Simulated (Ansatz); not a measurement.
# C2H2K: the cost of one run

Method: RKS PBE0/def2-mTZVP, in Ansatz 0.2.0.

## Step 1: The starting structure

Bond lengths: C2–C3 1.201 Å, C2–H4 1.058 Å, C3–H5 1.058 Å. Angles: C2–C3–H5 171.4°, C3–C2–H4 172.1°.

As a file:

```xyz
5

K     0.0479   -0.0604   -2.8720
C     0.4599   -0.3619    0.6916
C    -0.4901    0.3665    0.5973
H     1.2779   -0.9927    0.9187
H    -1.2956    1.0484    0.6644
```

## Step 2: Relaxing the start

Input file input.yaml:

```yaml
crystal:
  periodic: [false, false, false]
  atoms:
    - { symbol: K, position_ang: [0.0479, -0.0604, -2.872] }
    - { symbol: C, position_ang: [0.4599, -0.3619, 0.6916] }
    - { symbol: C, position_ang: [-0.4901, 0.3665, 0.5973] }
    - { symbol: H, position_ang: [1.2779, -0.9927, 0.9187] }
    - { symbol: H, position_ang: [-1.2956, 1.0484, 0.6644] }
total_charge: 1
basis:
  gaussian: { orbitals: def2-mTZVP }
hamiltonian:
  xc: pbe0
relax:
  f_tol: 0.02
  max_steps: 40
scf:
  lower_state_search: "off"
output:
  orbitals: {}
```

Command:

```
> ansatz run input.yaml --threads 1 --pin off --max-ram 2048MiB --backend cpu --events-out ev --progress --plain --runs-dir out
```

**Question.** How long does this run take on 1 thread of Intel Xeon Platinum 8488C (Sapphire Rapids), shared host, and how much memory does it need?

About 7.5 s, with a peak of 0.12 GiB.
